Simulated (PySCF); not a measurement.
# C5H3F3: the cost of one run

Programs: PySCF 2.14.0, with density-fitted response routines of our own. Each step states its level of theory. These are calculated values for one molecule in the gas phase, unless marked as measured. Atoms count from 0, in the outputs and in this text.

## (1) The molecule as given

11 atoms, charge 0, multiplicity 1; geometry from: GFN2-xTB. The atoms were then displaced at random by about 0.01 Å, so the start is not that level's minimum.

Bonds of the start (Å): C0–C1 1.22, C1–C2 1.43, C2–F3 1.34, C2–C4 1.32, C4–C5 1.50, C5–F6 1.36, C5–F7 1.35, C0–H8 1.03, C4–H9 1.06, C5–H10 1.11.

## (2) Optimising the geometry at PBE0-D3(BJ)/def2-SVP

Job settings and geometry (Å):

```
{"job": {"xc": "PBE0", "basis": "def2-SVP", "d3": "d3bj", "grid": 1, "shake": 0.01, "kind": "geom"}, "charge": 0, "multiplicity": 1}
C      3.090910     0.111370     0.261560
C      1.884840     0.091430     0.473070
C      0.496450     0.050450     0.794050
F      0.283970     0.124020     2.117170
C     -0.474120    -0.054660    -0.096190
C     -1.919380    -0.086060     0.293380
F     -2.487550    -1.230390    -0.166550
F     -2.577570     0.936550    -0.294890
H      4.093580     0.175460     0.052060
H     -0.252600    -0.104720    -1.128840
H     -2.100430    -0.039280     1.389090
```

Launch:

```sh
$ OMP_NUM_THREADS=1 python probes_run.py task.json out
```

This one command runs all jobs of the session in turn.

Q: Estimate the wall time and peak memory of this first job on 1 thread of Arm Neoverse V2, shared host.

About 52 s, with a peak of 0.51 GiB.
